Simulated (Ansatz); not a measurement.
Run this with the Python package of Ansatz (0.2.0) and show what comes out.

Script `run_cleave.py`:
```python
from dataclasses import dataclass
import warnings

import ansatz as az
import numpy as np


@dataclass
class Options:
    tolerance: float = 1e-08
    functional: str = "r2scan"
    vdw: str = "D4"
    occupations: str = "Fermi-Dirac"
    width_ev: float = 0.05
    kmesh: tuple[int, ...] = (3, 3, 3)


cfg = Options()

vectors0 = np.array([
    [4.382089, 0.0, 0.0],
    [0.0, 4.382089, 0.0],
    [0.0, 0.0, 4.382089],
])
sites = [
    ("K", (0.0, 0.0, 0.0)),
    ("Cd", (0.5, 0.5, 0.5)),
    ("F", (0.0, 0.5, 0.5)),
    ("F", (0.5, 0.0, 0.5)),
    ("F", (0.5, 0.5, 0.0)),
]


def build(cell):
    crystal = az.Crystal(lattice=az.Lattice.of(cell))
    for symbol, position in sites:
        crystal = crystal.atom(symbol, position)
    return crystal


def main() -> None:
    warnings.simplefilter("ignore", az.DeckWarning)

    block = build(vectors0).supercell(1, 1, 1).resolved()
    cell0 = np.array(block.lattice.vectors)
    xyz = np.array([site.position for site in block.sites]) @ cell0
    normal = np.cross(cell0[0], cell0[1])
    area = np.linalg.norm(normal)
    normal *= np.sign(normal @ cell0[2]) / area
    energies = []
    for amount in [0, 0.5, 1.0, 2.0, 4.0]:
        cell = cell0.copy()
        cell[2] += amount * normal
        moved = az.Crystal(lattice=az.Lattice.of(cell))
        for site, fraction in zip(block.sites, xyz @ np.linalg.inv(cell)):
            moved = moved.atom(site.symbol, fraction)
        setup = (
            moved.calculation()
            .scf(tolerance=cfg.tolerance)
            .functional(cfg.functional, dispersion=cfg.vdw)
            .pseudopotentials("nc")
            .occupations(cfg.occupations, width=cfg.width_ev)
            .initial_density(normalization="cell")
            .kpoints(*cfg.kmesh)
        )
        energies.append(setup.run(threads=1, pin="off").report["free_energy_ev"])
        print(f"gap {amount:4.2f} A: {(energies[-1] - energies[0]) / area * 16.02177:8.4f} J/m^2")


if __name__ == "__main__":
    main()
```

```console
$ python run_cleave.py
gap 0.00 A:   0.0000 J/m^2
gap 0.50 A:   0.3155 J/m^2
gap 1.00 A:   0.6349 J/m^2
gap 2.00 A:   0.9121 J/m^2
gap 4.00 A:   1.0091 J/m^2
```

Caveats:
- These settings explore the input space; cutoff and mesh may be short of convergence.
- Along an axis with an odd division the mesh misses the point at one half; a gap read on a finite mesh is an upper bound on this functional's gap.
- Semilocal gaps usually lie well under measured ones.
- Such functionals run on norm-conserving files made under PBE, which can move pressures by some GPa.
- This cell is a computed structure, which may not be the phase found in nature.
- Gaps and levels are Kohn-Sham values on a finite set of k-points, without spin-orbit coupling.
- The atoms are held rigidly, so these energies lie above those of relaxed faces or faults.
- It ran for 89 s on 1 thread of Arm Neoverse V1 (shared host), peak memory 0.68 GiB.
